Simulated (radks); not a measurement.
# Valence configurations of Cu

An exercise on one series of results from a longer session: the logs are not shown, and one member is left open.

Method: non-relativistic Kohn-Sham, PBE, spin-polarised, spherical densities, point nucleus; open shells are filled with parallel spins first. Code: radks (a radial shooting solver on a logarithmic mesh, Libxc functionals) version 1.

### What is computed

```
element       : copper (Z = 29)
charge        : 0
electrons     : 29
configuration : [Ar] 3d10 4s1
others tried  : 3d9 4s1 4p1; 3d9 4s2; 3d10 4p1; 3d9.5 4s1 4p0.5; 3d8 4s1 4p2; 3d8 4s2 4p1; 3d8.5 4s2 4p0.5; 3d7 4s1 4p3; 3d9.5 4s1.5
```

The outer shells:

Cu
```
[Ar] core
3d [↑↓][↑↓][↑↓][↑↓][↑↓]
4s [↑ ]
```

The first run:

Input:

```text
Z 29
configuration [Ar] 3d10 4s1
relativity non-relativistic
functional pbe,pbe
spin polarised
nucleus point
```

Steps of the session up to this table: [Ar] 3d10 4s1.

One of the session's tables, all rows but one given; the rest of the session is left out.

It belongs to the step «[Ar] 3d10 4s1». Radial moments (bohr):

| level | <r> | outermost maximum (interpolated) | 90 % within | nodes |
| --- | --- | --- | --- | --- |
| 3s down | 0.7222 | 0.622 | 1.08 | 2 |
| 3s up | 0.7225 | 0.622 | 1.08 | 2 |
| 3p down | ? | ? | ? | ? |
| 3p up | 0.7545 | 0.623 | 1.17 | 1 |
| 3d up | 1.054 | 0.602 | 1.93 | 0 |
| 3d down | 1.026 | 0.601 | 1.86 | 0 |
| 4s up | 2.966 | 2.32 | 4.62 | 3 |
| 4s down | 2.993 | 2.31 | 4.69 | 3 |

**Question.** Estimate the row for 3p down.

As computed: <r>: 0.7537; outermost maximum (interpolated): 0.623; 90 % within: 1.17; nodes: 1. In the column «<r>» it lies between 3s up (0.7225) and 3p up (0.7545).
